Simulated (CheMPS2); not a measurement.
**SnO (tin(ii) oxide) at DMRG/STO-6G, part 1 of 2**

What is the vertical singlet–triplet gap of SnO (tin(ii) oxide) at DMRG/STO-6G? 

The calculation is run with CheMPS2 1.8.12.

5 further runs of the same task are left out: 1 that didn't finish, 4 set aside as unsound or not needed. Runs told in other sessions of the task aren't counted.

**1. The system as given**

SnO: 2 atoms, total charge 0, spin state singlet. SMILES: `[O]=[Sn]`. The shape is that of a PBE0-D4/def2-TZVP optimisation.

Bond lengths: O1–Sn2 1.818 Å.

**2. The energy at DMRG/STO-6G**

prepare.py

```python
from pyscf import ao2mo, cc, dft, gto, mcscf, mp, scf
from pyscf.tools import fcidump

geom = """
O      0.000000     0.000000    -0.007080
Sn     0.000000     0.000000     1.810660
"""
mol = gto.M(
    atom=geom,
    basis="sto-6g",
    spin=0,
    verbose=3,
    max_memory=2000,
)
print("nao = %d" % (mol.nao))
mf = scf.RHF(mol)
mf.conv_tol = 1e-10
mf.max_cycle = 200
mf.kernel()
if not mf.converged:
    mf = mf.newton().run(mf.mo_coeff, mf.mo_occ)
print("reference energy = %.10f" % (mf.e_tot))
# MP2, CCSD and CCSD(T) with the same frozen core
ref = mf
pt = mp.MP2(ref, frozen=19).run()
mycc = cc.CCSD(ref, frozen=19)
mycc.max_cycle = 150
mycc.kernel()
print(f"E(MP2) = {pt.e_tot:.10f}")
if mycc.converged:
    print("E(CCSD) = %.10f" % (mycc.e_tot))
    print(f"E(CCSD(T)) = {mycc.e_tot + mycc.ccsd_t():.10f}")
    print("T1 diagnostic = %.4f" % (mycc.get_t1_diagnostic()))
# a few density functionals on the same geometry and basis
ks = dft.RKS(mol, xc="b3lyp").set(conv_tol=1e-9, verbose=3).run()
if ks.converged:
    print("E(B3LYP) = %.8f" % (ks.e_tot))
ks = dft.RKS(mol, xc="lda,vwn5").set(conv_tol=1e-9, verbose=3).run()
if ks.converged:
    print("E(SVWN5) = %.8f" % (ks.e_tot))
ks = dft.RKS(mol, xc="pbe").set(conv_tol=1e-9, verbose=3).run()
if ks.converged:
    print("E(PBE) = %.8f" % (ks.e_tot))
ks = dft.RKS(mol, xc="blyp").set(conv_tol=1e-9, verbose=3).run()
if ks.converged:
    print("E(BLYP) = %.8f" % (ks.e_tot))
ks = dft.RKS(mol, xc="bhandhlyp").set(conv_tol=1e-9, verbose=3).run()
if ks.converged:
    print(f"E(BHLYP) = {ks.e_tot:.8f}")
# rotate to MP2 natural orbitals
occ_no, mo = mcscf.addons.make_natural_orbitals(mp.MP2(mf, frozen=19).run())
mf.mo_coeff = mo
# write the integrals of the correlated orbitals
cas = mcscf.CASCI(mf, 13, 20)
h1, ecore = cas.get_h1eff()
fcidump.from_integrals("FCIDUMP", h1, cas.get_h2eff(), 13, 20, nuc=ecore, ms=0)
# exact diagonalisation in the same space
ci = mcscf.CASCI(mf, 13, (10, 10))
ci.fix_spin_(ss=0)
ci.fcisolver.conv_tol = 1e-10
ci.fcisolver.max_cycle = 200
ci.kernel()
print("E(FCI) = %.10f" % (ci.e_tot))
```

chemps2.input

```
FCIDUMP = FCIDUMP
GROUP = 0
MULTIPLICITY = 1
NELECTRONS = 20
IRREP = 0
EXCITATION = 0
SWEEP_STATES = 50, 75, 100, 100
SWEEP_ENERGY_CONV = 1e-05, 1e-05, 1e-05, 1e-07
SWEEP_MAX_SWEEPS = 2, 2, 4, 6
SWEEP_NOISE_PREFAC = 0.05, 0.05, 0.005, 0.0
SWEEP_DVDSON_RTOL = 1e-04, 1e-04, 1e-04, 1e-05
NOCC = 0
NACT = 13
NVIR = 0
MOLCAS_FIEDLER = TRUE
PRINT_CORR = TRUE
TMP_FOLDER = .
```

On the command line:

```
$ python prepare.py && chemps2 --file=chemps2.input
```

Standard output:

```text
$ python prepare.py
nao = 32
converged SCF energy = -6068.78254578752
reference energy = -6068.7825457875
E(RMP2) = -6068.95783581418  E_corr = -0.175290026657254
E(SCS-RMP2) = -6068.95012013996  E_corr = -0.167574352442647
E(CCSD) = -6068.926960903136  E_corr = -0.1444151156162094
E(MP2) = -6068.9578358142
E(CCSD) = -6068.9269609031
CCSD(T) correction = -0.0285964244339453
E(CCSD(T)) = -6068.9555573276
T1 diagnostic = 0.0395
converged SCF energy = -6071.32649943667
E(B3LYP) = -6071.32649944
converged SCF energy = -6064.97352458117
E(SVWN5) = -6064.97352458
converged SCF energy = -6070.69336367051
E(PBE) = -6070.69336367
converged SCF energy = -6071.24427037885
E(BLYP) = -6071.24427038
converged SCF energy = -6071.42184667968
E(BHLYP) = -6071.42184668
E(RMP2) = -6068.95783581418  E_corr = -0.175290026657254
E(SCS-RMP2) = -6068.95012013996  E_corr = -0.167574352442647
CASCI E = -6068.95342651651  E(CI) = -108.958012805498  S^2 = 0.0000000
E(FCI) = -6068.9534265165

$ chemps2 --file=chemps2.input

Running chemps2 version 1.8.12 () with the following options:

   FCIDUMP            = FCIDUMP
   GROUP              = c1
   MULTIPLICITY       = 1
   NELECTRONS         = 20
   IRREP              = A
   EXCITATION         = 0
   SWEEP_STATES       = [ 50 ; 75 ; 100 ; 100 ]
   SWEEP_ENERGY_CONV  = [ 1e-05 ; 1e-05 ; 1e-05 ; 1e-07 ]
   SWEEP_MAX_SWEEPS   = [ 2 ; 2 ; 4 ; 6 ]
   SWEEP_NOISE_PREFAC = [ 0.05 ; 0.05 ; 0.005 ; 0 ]
   SWEEP_DVDSON_RTOL  = [ 0.0001 ; 0.0001 ; 0.0001 ; 1e-05 ]
   NOCC               = [ 0 ]
   NACT               = [ 13 ]
   NVIR               = [ 0 ]
   MOLCAS_2RDM        =
   MOLCAS_3RDM        =
   MOLCAS_F4RDM       =
   MOLCAS_FOCK        =
   MOLCAS_FIEDLER     = TRUE
   MOLCAS_MPS         = FALSE
   MOLCAS_STATE_AVG   = FALSE
   PRINT_CORR         = TRUE
   TMP_FOLDER         = .

CheMPS2::Hamiltonian : Reading FCIDUMP file FCIDUMP
CheMPS2::Hamiltonian : Finished reading FCIDUMP file FCIDUMP
   EdmistonRuedenberg::FiedlerGlobal : Cost function at start = 52.3400594515284
   EdmistonRuedenberg::FiedlerGlobal : Cost function at end   = 40.3965574161561
   EdmistonRuedenberg::FiedlerGlobal : Reordering = [ 1, 0, 3, 2, 4, 12, 6, 11, 10, 7, 8, 9, 5 ].

   CheMPS2: a spin-adapted implementation of DMRG for ab initio quantum chemistry

   Stats: nIt(DAVIDSON) = 14
Energy at sites (11, 12) is -6061.89082174519
   Stats: nIt(DAVIDSON) = 124
Energy at sites (10, 11) is -6066.77597960767
   Stats: nIt(DAVIDSON) = 343
Energy at sites (9, 10) is -6067.4673497096
   Stats: nIt(DAVIDSON) = 55
Energy at sites (8, 9) is -6068.1803576744
   Stats: nIt(DAVIDSON) = 31
Energy at sites (7, 8) is -6068.56872037245
   Stats: nIt(DAVIDSON) = 16
Energy at sites (6, 7) is -6068.60520114348
   Stats: nIt(DAVIDSON) = 9
Energy at sites (5, 6) is -6068.92800735434
   Stats: nIt(DAVIDSON) = 4
Energy at sites (4, 5) is -6068.92816124692
   Stats: nIt(DAVIDSON) = 3
Energy at sites (3, 4) is -6068.92815947094
   Stats: nIt(DAVIDSON) = 1
Energy at sites (2, 3) is -6068.92815944244
   Stats: nIt(DAVIDSON) = 1
Energy at sites (1, 2) is -6068.92815944244
******************************************************************
***  Information on left sweep 0 of instruction 0:
***     Elapsed wall time        = 7.413485 seconds
***     Minimum energy           = -6068.92816124692
***     Maximum discarded weight = 0
******************************************************************
   Stats: nIt(DAVIDSON) = 1
Energy at sites (0, 1) is -6068.92815944244
   Stats: nIt(DAVIDSON) = 1
Energy at sites (1, 2) is -6068.92815944244
   Stats: nIt(DAVIDSON) = 1
Energy at sites (2, 3) is -6068.92815944244
   Stats: nIt(DAVIDSON) = 2
Energy at sites (3, 4) is -6068.92815947205
   Stats: nIt(DAVIDSON) = 4
Energy at sites (4, 5) is -6068.92819440958
   Stats: nIt(DAVIDSON) = 4
Energy at sites (5, 6) is -6068.92821890395
   Stats: nIt(DAVIDSON) = 11
Energy at sites (6, 7) is -6068.93009711919
   Stats: nIt(DAVIDSON) = 10
Energy at sites (7, 8) is -6068.93087026287
   Stats: nIt(DAVIDSON) = 14
Energy at sites (8, 9) is -6068.95306053216
   Stats: nIt(DAVIDSON) = 4
Energy at sites (9, 10) is -6068.95304269605
   Stats: nIt(DAVIDSON) = 1
Energy at sites (10, 11) is -6068.95304269605
******************************************************************
***  Information on right sweep 0 of instruction 0:
***     Elapsed wall time        = 1.16317 seconds
***     Minimum energy           = -6068.95306053216
***     Maximum discarded weight = 6.93992479402072e-06
***     Energy difference with respect to previous leftright sweep = 6068.95304269605
******************************************************************
[... 11 site updates ...]
******************************************************************
***  Information on left sweep 1 of instruction 0:
***     Elapsed wall time        = 0.71057 seconds
***     Minimum energy           = -6068.95338945995
***     Maximum discarded weight = 6.93632082701926e-06
******************************************************************
[... 11 site updates ...]
******************************************************************
***  Information on right sweep 1 of instruction 0:
***     Elapsed wall time        = 0.583991 seconds
***     Minimum energy           = -6068.95340611779
***     Maximum discarded weight = 7.24294309621268e-06
***     Energy difference with respect to previous leftright sweep = 0.000345903580637241
******************************************************************
***  Information on completed instruction 0:
***     The reduced virtual dimension DSU(2)               = 50
***     The total number of reduced MPS variables          = 7271
***     Minimum energy encountered during all instructions = -6068.95340611779
***     Minimum energy encountered during the last sweep   = -6068.95340611779
***     Maximum discarded weight during the last sweep     = 7.24294309621268e-06
******************************************************************
[... 11 site updates ...]
******************************************************************
***  Information on left sweep 0 of instruction 1:
***     Elapsed wall time        = 0.668556 seconds
***     Minimum energy           = -6068.95342445536
***     Maximum discarded weight = 3.02861199124337e-07
******************************************************************
[... 11 site updates ...]
******************************************************************
***  Information on right sweep 0 of instruction 1:
***     Elapsed wall time        = 0.570259 seconds
***     Minimum energy           = -6068.95342567765
***     Maximum discarded weight = 5.6173199830798e-07
***     Energy difference with respect to previous leftright sweep = 3.59421710527386e-05
******************************************************************
[... 11 site updates ...]
******************************************************************
***  Information on left sweep 1 of instruction 1:
***     Elapsed wall time        = 0.553558 seconds
***     Minimum energy           = -6068.95342574895
***     Maximum discarded weight = 5.66979444897099e-07
******************************************************************
[... 11 site updates ...]
******************************************************************
***  Information on right sweep 1 of instruction 1:
***     Elapsed wall time        = 0.574203 seconds
***     Minimum energy           = -6068.95342575261
***     Maximum discarded weight = 5.66914148756351e-07
***     Energy difference with respect to previous leftright sweep = 6.74754119245335e-09
******************************************************************
***  Information on completed instruction 1:
***     The reduced virtual dimension DSU(2)               = 75
***     The total number of reduced MPS variables          = 13728
***     Minimum energy encountered during all instructions = -6068.95342575261
***     Minimum energy encountered during the last sweep   = -6068.95342575261
***     Maximum discarded weight during the last sweep     = 5.66914148756351e-07
******************************************************************
[... 11 site updates ...]
******************************************************************
***  Information on left sweep 0 of instruction 2:
***     Elapsed wall time        = 0.642675 seconds
***     Minimum energy           = -6068.95342631979
***     Maximum discarded weight = 3.01203961128233e-08
******************************************************************
[... 11 site updates ...]
******************************************************************
***  Information on right sweep 0 of instruction 2:
***     Elapsed wall time        = 0.562542 seconds
***     Minimum energy           = -6068.95342641717
***     Maximum discarded weight = 4.17539143366367e-08
***     Energy difference with respect to previous leftright sweep = 1.77268066181568e-06
******************************************************************
***  Information on completed instruction 2:
***     The reduced virtual dimension DSU(2)               = 100
***     The total number of reduced MPS variables          = 22072
***     Minimum energy encountered during all instructions = -6068.95342641717
***     Minimum energy encountered during the last sweep   = -6068.95342641717
***     Maximum discarded weight during the last sweep     = 4.17539143366367e-08
******************************************************************
[... 11 site updates ...]
******************************************************************
***  Information on left sweep 0 of instruction 3:
***     Elapsed wall time        = 0.933945 seconds
***     Minimum energy           = -6068.95342642728
***     Maximum discarded weight = 4.22699031423269e-08
******************************************************************
[... 11 site updates ...]
******************************************************************
***  Information on right sweep 0 of instruction 3:
***     Elapsed wall time        = 0.830329 seconds
***     Minimum energy           = -6068.95342642904
***     Maximum discarded weight = 4.23110454043463e-08
***     Energy difference with respect to previous leftright sweep = 3.0941009754315e-09
******************************************************************
***  Information on completed instruction 3:
***     The reduced virtual dimension DSU(2)               = 100
***     The total number of reduced MPS variables          = 21833
***     Minimum energy encountered during all instructions = -6068.95342642904
***     Minimum energy encountered during the last sweep   = -6068.95342642904
***     Maximum discarded weight during the last sweep     = 4.23110454043463e-08
******************************************************************
********************************************
***  2-RDM and Correlations calculation  ***
********************************************
   N(N-1)                     = 380
   Double trace of DMRG 2-RDM = 380
   Econst + 0.5 * trace(2DM-A * Ham) = -6068.95342632432
   NOON of irrep A = [ 1.99993131613259 , 1.99993130273466 , 1.99992787551423 , 1.99992785013212 , 1.99984139051408 , 1.99835786593422 , 1.96806989325217 , 1.94487661498862 , 1.86714942346528 , 1.86714922298817 , 0.151422575076542 , 0.151422390348782 , 0.0519922789185387 ].
   Single-orbital entropies (Hamiltonian index order is used!) = [ 0.000891053711851457 , 0.000891289817646637 , 0.000724414613589008 , 0.000724290519896441 , 0.00211284911210277 , 0.0107559591249861 , 0.129082573678107 , 0.244047249073703 , 0.444087319324965 , 0.444087576853396 , 0.47376799582792 , 0.47376780245482 , 0.252133896673566 ].
   Idistance(0) = 2.16950684092382
   Idistance(1) = 6.16718489329694
   Idistance(2) = 19.8321259859811
***************************************************
***  Timing information 2-RDM and Correlations  ***
***************************************************
***     Elapsed wall time        = 0.497318 seconds
***************************************************
--------------------------------------------------------
Spin correlation function = 4 * ( < S_i^z S_j^z > - < S_i^z > * < S_j^z > )
Hamiltonian index order is used!

   Columns 1 to 8

    0.000073   -0.000003   -0.000001   -0.000001    0.000001    0.000000   -0.000013   -0.000001
   -0.000003    0.000073   -0.000001   -0.000001    0.000001    0.000000   -0.000013   -0.000001
   -0.000001   -0.000001    0.000056    0.000003   -0.000003   -0.000000   -0.000032   -0.000002
[... 9 lines of this table left out ...]
   -0.000014   -0.000014    0.000002    0.000002   -0.000044    0.000104   -0.001498   -0.034256

   Columns 9 to 13

   -0.000006   -0.000017   -0.000019    0.000001   -0.000014
   -0.000017   -0.000006    0.000001   -0.000019   -0.000014
   -0.000000   -0.000000   -0.000010   -0.000010    0.000002
[... 9 lines of this table left out ...]
    0.002380    0.002380   -0.005069   -0.005069    0.041097

--------------------------------------------------------
Spin-flip correlation function = < S_i^+ S_j^- > + < S_i^- S_j^+ >
Hamiltonian index order is used!

   Columns 1 to 8

    0.000073   -0.000003   -0.000001   -0.000001    0.000001    0.000000   -0.000013   -0.000001
   -0.000003    0.000073   -0.000001   -0.000001    0.000001    0.000000   -0.000013   -0.000001
   -0.000001   -0.000001    0.000056    0.000003   -0.000003   -0.000000   -0.000032   -0.000002
[... 9 lines of this table left out ...]
   -0.000014   -0.000014    0.000002    0.000002   -0.000044    0.000104   -0.001498   -0.034256

   Columns 9 to 13

   -0.000006   -0.000017   -0.000019    0.000001   -0.000014
   -0.000017   -0.000006    0.000001   -0.000019   -0.000014
   -0.000000   -0.000000   -0.000010   -0.000010    0.000002
[... 9 lines of this table left out ...]
    0.002380    0.002380   -0.005069   -0.005069    0.041097

--------------------------------------------------------
Density correlation function = < n_i n_j > - < n_i > * < n_j >
Hamiltonian index order is used!

   Columns 1 to 8

    0.000096    0.000007    0.000003    0.000003    0.000015    0.000000    0.000012    0.000002
    0.000007    0.000096    0.000003    0.000003    0.000015    0.000000    0.000012    0.000002
    0.000003    0.000003    0.000082    0.000009    0.000004    0.000000    0.000030    0.000002
[... 9 lines of this table left out ...]
   -0.000050   -0.000050   -0.000010   -0.000010   -0.000281   -0.001112   -0.008060   -0.062936

   Columns 9 to 13

    0.000009    0.000011   -0.000087   -0.000023   -0.000050
    0.000011    0.000009   -0.000023   -0.000087   -0.000050
   -0.000000   -0.000000   -0.000061   -0.000061   -0.000010
[... 9 lines of this table left out ...]
   -0.023298   -0.023298    0.022241    0.022241    0.074624

--------------------------------------------------------
Singlet diradical correlation function = < d_i,up d_j,down > + < d_i,down d_j,up > - < d_i,up > * < d_j,down > - < d_i,down > * < d_j,up >
Hamiltonian index order is used!

   Columns 1 to 8

   -0.000000    0.000005    0.000002    0.000002    0.000007    0.000000    0.000013    0.000002
    0.000005   -0.000000    0.000002    0.000002    0.000007    0.000000    0.000013    0.000002
    0.000002    0.000002   -0.000000    0.000003    0.000003    0.000000    0.000032    0.000002
[... 9 lines of this table left out ...]
    0.000026    0.000026    0.000003    0.000003    0.000086    0.000154    0.002522    0.034661

   Columns 9 to 13

    0.000007    0.000016    0.000030    0.000008    0.000026
    0.000016    0.000007    0.000008    0.000030    0.000026
    0.000002    0.000002    0.000025    0.000025    0.000003
[... 9 lines of this table left out ...]
    0.006095    0.006095    0.009834    0.009834   -0.000844

--------------------------------------------------------
Two-orbital mutual information = 0.5 * ( s1(i) + s1(j) - s2(i,j) ) * ( 1 - delta(i,j) )
Hamiltonian index order is used!

   Columns 1 to 8

    0           0.000022    0.000012    0.000012    0.000050    0.000005    0.000036    0.000008
    0.000022    0           0.000012    0.000012    0.000050    0.000005    0.000036    0.000008
    0.000012    0.000012    0           0.000036    0.000012    0.000007    0.000109    0.000007
[... 9 lines of this table left out ...]
    0.000063    0.000063    0.000009    0.000009    0.000590    0.001387    0.015356    0.122750

   Columns 9 to 13

    0.000008    0.000075    0.000105    0.000011    0.000063
    0.000087    0.000007    0.000011    0.000113    0.000063
    0.000010    0.000010    0.000075    0.000075    0.000009
[... 9 lines of this table left out ...]
    0.014021    0.014021    0.014846    0.014846    0

--------------------------------------------------------
```

It took 43 s on 1 thread of Arm Neoverse N1, shared host; peak memory 0.18 GiB.

(Continued in part 2 of 2.)
